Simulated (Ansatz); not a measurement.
# B2O: a line through an energy map, part 2 of 2

One line of a two-coordinate grid on B₂O (P-3m1, No. 164; 6 atoms in the cell): shift of B3 along [0 0 1] is varied, at volume per atom at fixed shape = 8.545 Å³.

Ansatz 0.2.0; DFT PBE+D3(BJ), scalar-relativistic, plane waves, PAW.

## (6) Grid point (−0.076 Å, 8.545 Å³)

input.yaml

```yaml
crystal:
  lattice:
    - [2.4971787081, 0.0, 0.0]
    - [-1.248589354, 2.162620199, 0.0]
    - [0.0, 0.0, 9.4936548633]
  atoms:
    - { symbol: B, position: [0.0, 0.0, 0.4099026039] }
    - { symbol: B, position: [0.0, 0.0, 0.5900973961] }
    - { symbol: B, position: [0.6666666667, 0.3333333333, 0.0215344915] }
    - { symbol: B, position: [0.3333333333, 0.6666666667, 0.9784655085] }
    - { symbol: O, position: [0.6666666667, 0.3333333333, 0.3525784977] }
    - { symbol: O, position: [0.3333333333, 0.6666666667, 0.6474215023] }
basis:
  ecutwfc: 520.0
kpoints:
  mp_grid: { grid: [18, 18, 4] }
hamiltonian:
  xc: pbe
  dispersion: d3bj
scf:
  occupations: { method: gaussian, width: 0.15 }
output:
  forces: true
  stress: true
  eigenvalues: true
  write_density: true
  write_potential: true
  elf: true
  volumetric_format: npy
```

The run is started by

```console
$ ansatz run input.yaml --threads 2 --pin off --max-ram 4096MiB --backend cpu --events-out ev --progress --plain --runs-dir out
```

Log, shortened:

```text
[...]
SCF converged after 8 iterations
Free energy (F): -1756.903209 eV
[...]
E sigma→0 (E₀):  -1756.894372 eV
Entropy (-TS):   -0.017675 eV (-2.946 meV/atom)
Fermi energy:    7.216947 eV
[...]
--- Forces (eV/Å), atoms counted from 1 ---
  atom   1  B      0.00000000     0.00000000    -0.12624208
  atom   2  B     -0.00000000    -0.00000000     0.12624208
  atom   3  B     -0.00000000    -0.00000000     1.55004227
  atom   4  B      0.00000000     0.00000000    -1.55004227
  atom   5  O      0.00000000     0.00000000    -0.55946353
  atom   6  O     -0.00000000    -0.00000000     0.55946353
[...]
--- Stress (GPa, compression-positive) ---
       22.939936       0.000000      -0.000000
        0.000000      22.939936      -0.000000
       -0.000000      -0.000000       7.619292
  P = ⅓ Tr σ = 17.8331 GPa (178.331 kbar)
--- Band table (eV; the first three rows and the last of 138) ---
  k-point 0: bands = ["-17.3229", "-16.7270", "-5.6676", "-4.0490", "0.2610", "1.5885", "1.5885", "1.6911", "1.6911", "2.8131", "5.4492", "10.8578", "10.8578", "11.9984", "12.5806", "13.6209", "13.8998", "13.8998"]
[...]
```

Run time: 7.2 s. Hardware: 2 threads of Arm Neoverse V1, shared host; peak memory 0.42 GiB.

Energy on the map's scale: 47 meV/atom.

## (7) Point (0.000 Å, 8.545 Å³)

input.yaml: that of step 6 with these lines changed.

```diff
@@ -8,4 +8,4 @@
     - { symbol: B, position: [0.0, 0.0, 0.5900973961] }
-    - { symbol: B, position: [0.6666666667, 0.3333333333, 0.0215344915] }
-    - { symbol: B, position: [0.3333333333, 0.6666666667, 0.9784655085] }
+    - { symbol: B, position: [0.6666666667, 0.3333333333, 0.0293462865] }
+    - { symbol: B, position: [0.3333333333, 0.6666666667, 0.9706537135] }
     - { symbol: O, position: [0.6666666667, 0.3333333333, 0.3525784977] }
@@ -25,5 +25 @@
   eigenvalues: true
-  write_density: true
-  write_potential: true
-  elf: true
-  volumetric_format: npy
```

The run is started by

```console
$ ansatz run input.yaml --threads 2 --pin off --max-ram 4096MiB --backend cpu --events-out ev --progress --plain --runs-dir out
```

Log, shortened:

```text
[...]
SCF converged after 7 iterations
Free energy (F): -1757.083103 eV
[...]
E sigma→0 (E₀):  -1757.076232 eV
Entropy (-TS):   -0.013741 eV (-2.290 meV/atom)
Fermi energy:    7.698150 eV
[...]
--- Forces (eV/Å), atoms counted from 1 ---
  atom   1  B      0.00000000     0.00000000    -0.13226677
  atom   2  B     -0.00000000    -0.00000000     0.13226677
  atom   3  B      0.00000000    -0.00000000     0.76978518
  atom   4  B      0.00000000     0.00000000    -0.76978518
  atom   5  O      0.00000000     0.00000000    -0.54038840
  atom   6  O     -0.00000000    -0.00000000     0.54038840
[...]
--- Stress (GPa, compression-positive) ---
       13.361172      -0.000000      -0.000000
       -0.000000      13.361172      -0.000000
        0.000000      -0.000000       7.148054
  P = ⅓ Tr σ = 11.2901 GPa (112.901 kbar)
--- Band table (eV; the first three rows and the last of 138) ---
  k-point 0: bands = ["-17.2875", "-16.6915", "-5.6422", "-4.0148", "0.2683", "1.6240", "1.6240", "1.7266", "1.7266", "2.9346", "5.4445", "11.1985", "11.5567", "11.5567", "12.6324", "13.4789", "13.9358", "13.9358"]
[...]
```

Wall time 5.4 s (2 threads of Arm Neoverse V1, shared host); peak memory 0.41 GiB.

Energy on the map's scale: 17 meV/atom.

## (8) Point (0.038 Å, 8.545 Å³)

input.yaml: that of step 7 with these lines changed.

```diff
@@ -8,4 +8,4 @@
     - { symbol: B, position: [0.0, 0.0, 0.5900973961] }
-    - { symbol: B, position: [0.6666666667, 0.3333333333, 0.0293462865] }
-    - { symbol: B, position: [0.3333333333, 0.6666666667, 0.9706537135] }
+    - { symbol: B, position: [0.6666666667, 0.3333333333, 0.033252184] }
+    - { symbol: B, position: [0.3333333333, 0.6666666667, 0.966747816] }
     - { symbol: O, position: [0.6666666667, 0.3333333333, 0.3525784977] }
@@ -25 +25,5 @@
   eigenvalues: true
+  write_density: true
+  write_potential: true
+  elf: true
+  volumetric_format: npy
```

The run is started by

```console
$ ansatz run input.yaml --threads 2 --pin off --max-ram 4096MiB --backend cpu --events-out ev --progress --plain --runs-dir out
```

Log, shortened:

```text
[...]
SCF converged after 7 iterations
Free energy (F): -1757.119925 eV
[...]
E sigma→0 (E₀):  -1757.112763 eV
Entropy (-TS):   -0.014324 eV (-2.387 meV/atom)
Fermi energy:    7.948280 eV
[...]
--- Forces (eV/Å), atoms counted from 1 ---
  atom   1  B      0.00000000     0.00000000    -0.13667707
  atom   2  B     -0.00000000    -0.00000000     0.13667707
  atom   3  B     -0.00000000    -0.00000000     0.23806721
  atom   4  B      0.00000000     0.00000000    -0.23806721
  atom   5  O      0.00000000     0.00000000    -0.52882573
  atom   6  O     -0.00000000    -0.00000000     0.52882573
[...]
--- Stress (GPa, compression-positive) ---
        8.855044      -0.000000      -0.000000
        0.000000       8.855044      -0.000000
       -0.000000      -0.000000       6.369348
  P = ⅓ Tr σ = 8.0265 GPa (80.265 kbar)
--- Band table (eV; the first three rows and the last of 138) ---
  k-point 0: bands = ["-17.2691", "-16.6730", "-5.6122", "-3.9968", "0.2689", "1.6424", "1.6424", "1.7450", "1.7450", "2.9858", "5.4359", "10.7498", "11.9414", "11.9414", "12.6603", "13.4510", "13.9545", "13.9545"]
[...]
```

It took 6.6 s on 2 threads of Arm Neoverse V1, shared host; peak memory 0.42 GiB.

That is 11 meV/atom from the zero.

## (9) Point (0.076 Å, 8.545 Å³)

input.yaml: that of step 8 with these lines changed.

```diff
@@ -8,4 +8,4 @@
     - { symbol: B, position: [0.0, 0.0, 0.5900973961] }
-    - { symbol: B, position: [0.6666666667, 0.3333333333, 0.033252184] }
-    - { symbol: B, position: [0.3333333333, 0.6666666667, 0.966747816] }
+    - { symbol: B, position: [0.6666666667, 0.3333333333, 0.0371580815] }
+    - { symbol: B, position: [0.3333333333, 0.6666666667, 0.9628419185] }
     - { symbol: O, position: [0.6666666667, 0.3333333333, 0.3525784977] }
@@ -25,5 +25 @@
   eigenvalues: true
-  write_density: true
-  write_potential: true
-  elf: true
-  volumetric_format: npy
```

The run is started by

```console
$ ansatz run input.yaml --threads 2 --pin off --max-ram 4096MiB --backend cpu --events-out ev --progress --plain --runs-dir out
```

Log, shortened:

```text
[...]
SCF converged after 7 iterations
Free energy (F): -1757.120580 eV
[...]
E sigma→0 (E₀):  -1757.114136 eV
Entropy (-TS):   -0.012889 eV (-2.148 meV/atom)
Fermi energy:    8.100425 eV
[...]
--- Forces (eV/Å), atoms counted from 1 ---
  atom   1  B      0.00000000     0.00000000    -0.14555640
  atom   2  B     -0.00000000    -0.00000000     0.14555640
  atom   3  B     -0.00000000    -0.00000000    -0.21873314
  atom   4  B      0.00000000     0.00000000     0.21873314
  atom   5  O      0.00000000     0.00000000    -0.51095144
  atom   6  O     -0.00000000    -0.00000000     0.51095144
[...]
--- Stress (GPa, compression-positive) ---
        4.476125      -0.000000      -0.000000
        0.000000       4.476125      -0.000000
       -0.000000      -0.000000       5.521627
  P = ⅓ Tr σ = 4.8246 GPa (48.246 kbar)
--- Band table (eV; the first three rows and the last of 138) ---
  k-point 0: bands = ["-17.2400", "-16.6437", "-5.6173", "-3.9691", "0.2753", "1.6715", "1.6715", "1.7741", "1.7741", "3.0100", "5.4310", "10.2946", "12.2829", "12.2829", "12.6991", "13.4489", "13.9836", "13.9836"]
[...]
```

It took 5.1 s on 2 threads of Arm Neoverse V1, shared host; peak memory 0.41 GiB.

Energy on the map's scale: 11 meV/atom.

## (10) Point (0.151 Å, 8.545 Å³)

input.yaml: that of step 9 with these lines changed.

```diff
@@ -8,4 +8,4 @@
     - { symbol: B, position: [0.0, 0.0, 0.5900973961] }
-    - { symbol: B, position: [0.6666666667, 0.3333333333, 0.0371580815] }
-    - { symbol: B, position: [0.3333333333, 0.6666666667, 0.9628419185] }
+    - { symbol: B, position: [0.6666666667, 0.3333333333, 0.0449698764] }
+    - { symbol: B, position: [0.3333333333, 0.6666666667, 0.9550301236] }
     - { symbol: O, position: [0.6666666667, 0.3333333333, 0.3525784977] }
```

The run is started by

```console
$ ansatz run input.yaml --threads 2 --pin off --max-ram 4096MiB --backend cpu --events-out ev --progress --plain --runs-dir out
```

Log, shortened:

```text
[...]
SCF converged after 6 iterations
Free energy (F): -1757.017518 eV
[...]
E sigma→0 (E₀):  -1757.013240 eV
Entropy (-TS):   -0.008556 eV (-1.426 meV/atom)
Fermi energy:    8.436648 eV
[...]
--- Forces (eV/Å), atoms counted from 1 ---
  atom   1  B      0.00000000     0.00000000    -0.16651649
  atom   2  B     -0.00000000    -0.00000000     0.16651649
  atom   3  B     -0.00000000    -0.00000000    -1.21243905
  atom   4  B      0.00000000     0.00000000     1.21243905
  atom   5  O      0.00000000     0.00000000    -0.46903439
  atom   6  O     -0.00000000    -0.00000000     0.46903439
[...]
--- Stress (GPa, compression-positive) ---
       -2.542010      -0.000000      -0.000000
       -0.000000      -2.542010      -0.000000
       -0.000000      -0.000000       3.031688
  P = ⅓ Tr σ = -0.6841 GPa (-6.841 kbar)
--- Band table (eV; the first three rows and the last of 138) ---
  k-point 0: bands = ["-17.1970", "-16.6003", "-5.5278", "-3.9266", "0.2676", "1.7144", "1.7144", "1.8170", "1.8170", "3.0520", "5.3880", "9.4858", "12.7631", "13.0342", "13.0342", "13.4605", "14.0266", "14.0266"]
[...]
```

It took 4.6 s on 2 threads of Arm Neoverse V1, shared host; peak memory 0.41 GiB.

Energy on the map's scale: 28 meV/atom.

## (11) Grid point (0.189 Å, 8.545 Å³)

input.yaml: that of step 10 with these lines changed.

```diff
@@ -8,4 +8,4 @@
     - { symbol: B, position: [0.0, 0.0, 0.5900973961] }
-    - { symbol: B, position: [0.6666666667, 0.3333333333, 0.0449698764] }
-    - { symbol: B, position: [0.3333333333, 0.6666666667, 0.9550301236] }
+    - { symbol: B, position: [0.6666666667, 0.3333333333, 0.0488757739] }
+    - { symbol: B, position: [0.3333333333, 0.6666666667, 0.9511242261] }
     - { symbol: O, position: [0.6666666667, 0.3333333333, 0.3525784977] }
```

The run is started by

```console
$ ansatz run input.yaml --threads 2 --pin off --max-ram 4096MiB --backend cpu --events-out ev --progress --plain --runs-dir out
```

Log, shortened:

```text
Warning: RAYON_NUM_THREADS=2 ignored (pool sized by the plan → 2); use --threads N
[...]
[... 4 set-up lines as earlier in the session ...]
[...]
Crystal: 6 atoms, lattice volume = 51.270 Å³
Basis set: ecut = 520 eV, 1379 PW (Γ), exchange–correlation on 40×40×144 points (8 copies of the dense FFT grid, shifted against one another)
Bands: 18, of which v1, the nominal top of the filled ones, is band 12 counted from 1 (11 counted from 0)
[... 2 set-up lines as earlier in the session ...]
k-points: 138 of 1296
[...]
SCF iter   1: F=—  HF=-1756.907287 eV  |F-HF|=—  |Δ(HF+E_count)|=         —  Δρ=9.66e-3  dr2=3.81e-2  ethr=1.77e-3  ⟨swp⟩=5.8  Hψ=12656  notcnv=0
[...]
SCF converged after 7 iterations
Free energy (F): -1756.904673 eV
[...]
E sigma→0 (E₀):  -1756.900411 eV
Entropy (-TS):   -0.008525 eV (-1.421 meV/atom)
Fermi energy:    8.667568 eV
[...]
--- Forces (eV/Å), atoms counted from 1 ---
  atom   1  B      0.00000000     0.00000000    -0.17877481
  atom   2  B     -0.00000000    -0.00000000     0.17877481
  atom   3  B     -0.00000000    -0.00000000    -1.82306716
  atom   4  B      0.00000000     0.00000000     1.82306716
  atom   5  O      0.00000000     0.00000000    -0.44474936
  atom   6  O     -0.00000000    -0.00000000     0.44474936
[...]
--- Stress (GPa, compression-positive) ---
       -5.001265       0.000000      -0.000000
       -0.000000      -5.001265      -0.000000
       -0.000000      -0.000000       1.136585
  P = ⅓ Tr σ = -2.9553 GPa (-29.553 kbar)
--- Band table (eV; the first three rows and the last of 138) ---
  k-point 0: bands = ["-17.1999", "-16.6029", "-5.3783", "-3.9261", "0.2408", "1.7115", "1.7115", "1.8142", "1.8142", "3.0823", "5.3372", "9.1656", "12.7718", "13.4522", "13.4844", "13.4844", "14.0237", "14.0237"]
[...]
```

It took 4.9 s on 2 threads of Arm Neoverse V1, shared host; peak memory 0.41 GiB.

That is 47 meV/atom from the zero.

## (12) What came out

This closing draws on all 2 parts.

| shift of B3 along [0 0 1], its symmetry partners moved as symmetry demands (measured in the relaxed cell) (Å) | step | energy (meV/atom) | slope (meV/atom per Å) | pressure (GPa) | largest force on an atom (eV/Å) |
| --- | --- | --- | --- | --- | --- |
| −0.189 | 3 | 107 | −460 | 26.0 | 1.41 |
| −0.151 | 4 | 88 | −543 | 23.7 | 1.66 |
| −0.113 | 5 | 67 | −556 | 20.9 | 1.70 |
| −0.076 | 6 | 47 | −507 | 17.8 | 1.55 |
| −0.038 | – | 30 | −405 | 14.6 | 1.24 |
| 0.000 | 7 | 17 | −252 | 11.3 | 0.77 |
| 0.038 | 8 | 11 | −78 | 8.0 | 0.53 |
| 0.076 | 9 | 11 | 72 | 4.8 | 0.51 |
| 0.113 | – | 16 | 224 | 1.9 | 0.68 |
| 0.151 | 10 | 28 | 396 | −0.7 | 1.21 |
| 0.189 | 11 | 47 | 596 | −3.0 | 1.82 |

Energies count from the relaxed crystal. Rows without a step come from runs not printed here or follow by symmetry. Slopes come from the forces (and the stress, where the cell changes), not from differences of energies.

The lowest point of the line is at 0.076 Å, 11 meV/atom from the zero. A fit to energies and slopes at the lowest point and its two neighbours puts the minimum at 0.0575 Å, with a curvature of about 3900 meV/atom per Å². The highest point computed, at −0.189 Å, lies 97 meV/atom above the lowest. This is one cut through a surface in two coordinates; the map's lowest point lies off it. With the other coordinates free, the energies away from the reference would be the same or lower. Spin polarisation is off in the runs that give these values; a magnetic solution could lie lower.
